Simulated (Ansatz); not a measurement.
**C₃H₉Sb: one species, many methods**

Aim: compute C₃H₉Sb with functionals from several rungs and with coupled cluster. The yardstick is the atomisation energy at the CCSD(T) limit.

Method: functionals in def2-TZVPP, the program's frozen cores in correlated methods; program: Ansatz 0.2.0, Gaussian basis.

Plan: LDA (SPW92), PBE-D4, revPBE-D4, BLYP-D4, r2SCAN-D4, B97M-V, PBE0-D4, B3LYP-D4, r2SCANh-D4, r2SCAN0-D4, HSE06-D4, BHLYP-D4, CAM-B3LYP-D4, LC-ωPBE, ωB97X-V, ωB97M-V, B2PLYP, PBE-QIDH; CCSD(T)/def2-SVP; CCSD(T)/def2-TZVPP; MP2/def2-QZVPP; extrapolation to the limit; RPA on PBE.

## Step 1: The relaxed structure

An earlier PBE0-D4 in a triple-zeta def2 set relaxation fixed the geometry. Sb takes the def2 core potential; no spin-orbit term is included.

SMILES `C[CH](C)[SbH2]`, 13 atoms, charge 0, spin multiplicity 1.

Atoms are counted from 1 here; the program's logs count them from 0.

Bond lengths: C1–C2 1.520 Å, C1–H5 1.096 Å, C1–H6 1.094 Å, C1–H7 1.093 Å, C2–C3 1.517 Å, C2–Sb4 2.184 Å, C2–H8 1.095 Å, C3–H9 1.094 Å, C3–H10 1.091 Å, C3–H11 1.097 Å, Sb4–H12 1.712 Å, Sb4–H13 1.713 Å. Angles: C2–C1–H5 110.5°, C2–C1–H6 111.3°, C2–C1–H7 112.4°, H5–C1–H6 107.1°, H5–C1–H7 107.6°, H6–C1–H7 107.7°, C1–C2–C3 112.0°, C1–C2–Sb4 109.2°, C1–C2–H8 109.1°, C3–C2–Sb4 113.0°, C3–C2–H8 109.4°, Sb4–C2–H8 103.7°, C2–C3–H9 111.1°, C2–C3–H10 112.1°, C2–C3–H11 110.5°, H9–C3–H10 107.6°, H9–C3–H11 107.4°, H10–C3–H11 107.9° and more.

## Step 2: LDA

This LDA is Slater exchange with PW92 correlation.

The input, in.yaml:

```yaml
crystal:
  periodic: [false, false, false]
  atoms:
    - {symbol: C, position_ang: [0.202767, 0.706392, -1.360061]}
    - {symbol: C, position_ang: [-0.073726, -0.387578, -0.341106]}
    - {symbol: C, position_ang: [-1.110244, 0.036309, 0.682248]}
    - {symbol: Sb, position_ang: [1.810491, -1.020603, 0.563986]}
    - {symbol: H, position_ang: [-0.721447, 0.997846, -1.871467]}
    - {symbol: H, position_ang: [0.601589, 1.605055, -0.879294]}
    - {symbol: H, position_ang: [0.918022, 0.392027, -2.124138]}
    - {symbol: H, position_ang: [-0.423732, -1.283898, -0.864587]}
    - {symbol: H, position_ang: [-0.766860, 0.902296, 1.255116]}
    - {symbol: H, position_ang: [-1.336387, -0.761153, 1.392279]}
    - {symbol: H, position_ang: [-2.046480, 0.320456, 0.185898]}
    - {symbol: H, position_ang: [1.058366, -1.911750, 1.816856]}
    - {symbol: H, position_ang: [1.907840, 0.369901, 1.559073]}
basis:
  gaussian: {orbitals: def2-TZVPP}
hamiltonian: {xc: lda}
output: {orbitals: {seedname: orbitals}}
```

Further steps of the session: PBE-D4 (GGA); revPBE-D4 (GGA); BLYP-D4 (GGA); r2SCAN-D4 (meta-GGA); B97M-V (meta-GGA); PBE0-D4 (hybrid); B3LYP-D4 (hybrid); r2SCANh-D4 (hybrid); r2SCAN0-D4 (hybrid); HSE06-D4 (hybrid); BHLYP-D4 (hybrid); CAM-B3LYP-D4 (range-separated); LC-ωPBE-D4 (range-separated); ωB97X-V (range-separated); ωB97M-V (range-separated); B2PLYP (double hybrid); PBE-QIDH (double hybrid); CCSD(T) in def2-SVP; CCSD(T) in def2-TZVPP; MP2 in def2-QZVPP; RPA on PBE orbitals.

Before running them: what should the planned runs give, taken together? Wanted: atomisation energy, CCSD(T)/CBS; farthest beyond LDA; mean size of error, GGA; mean size of error, meta-GGA; mean size of error, hybrid; mean size of error, range-separated; mean size of error, double hybrid; gap, smallest and largest; T1 diagnostic.

**Answer**, as computed:

| quantity | value |
| --- | --- |
| atomisation energy, CCSD(T)/CBS | 4540.3 kJ/mol |
| functionals within 45.4 kJ/mol (1.0 %) | revPBE-D4, BLYP-D4, r2SCAN-D4, B97M-V, PBE0-D4, B3LYP-D4, r2SCANh-D4, HSE06-D4, CAM-B3LYP-D4, ωB97X-V, ωB97M-V, PBE-QIDH |
| farthest beyond LDA | BHLYP-D4 (-91.5 kJ/mol) |
| mean size of error, GGA | 33.5 kJ/mol |
| mean size of error, meta-GGA | 15.3 kJ/mol |
| mean size of error, hybrid | 30.9 kJ/mol |
| mean size of error, range-separated | 20.9 kJ/mol |
| mean size of error, double hybrid | 49.2 kJ/mol |
| gap, smallest and largest | 4.75 eV (LDA (SPW92)), 11.04 eV (LC-ωPBE) |
| T1 diagnostic | 0.0118 |
| triples share of the correlation energy | 3.5 % |

What this shows: The LDA atomisation energy is off by 600.0 kJ/mol (13 %): it overbinds. PBE-D4 is off by +54.1 kJ/mol. Double hybrids carry the basis error of their MP2 part in triple zeta, and no dispersion term here, so their miss is partly the set-up's. The rungs meta-GGA, range-separated, hybrid, GGA miss on average by less than the doubt on the reference (45.4 kJ/mol), so they tie. The reference freezes the cores and leaves out spin-orbit coupling and excitations past (T), and its outer-core shells are covered unevenly, so misses under about 45.4 kJ/mol can't be ranked. All levels share the lack of spin-orbit coupling, which lowers the free heavy atoms and so the true binding. Hartree-Fock recovers 74 % of the binding; the rest is correlation. CCSD(T) in def2-SVP is off by -231.7 kJ/mol, worse than the median functional, from the basis alone. The gap grows from 4.8 to 11.0 eV across the functionals, mostly with the share of exact exchange. Correlated methods include outer-core shells of Sb, which these sets cover unevenly.
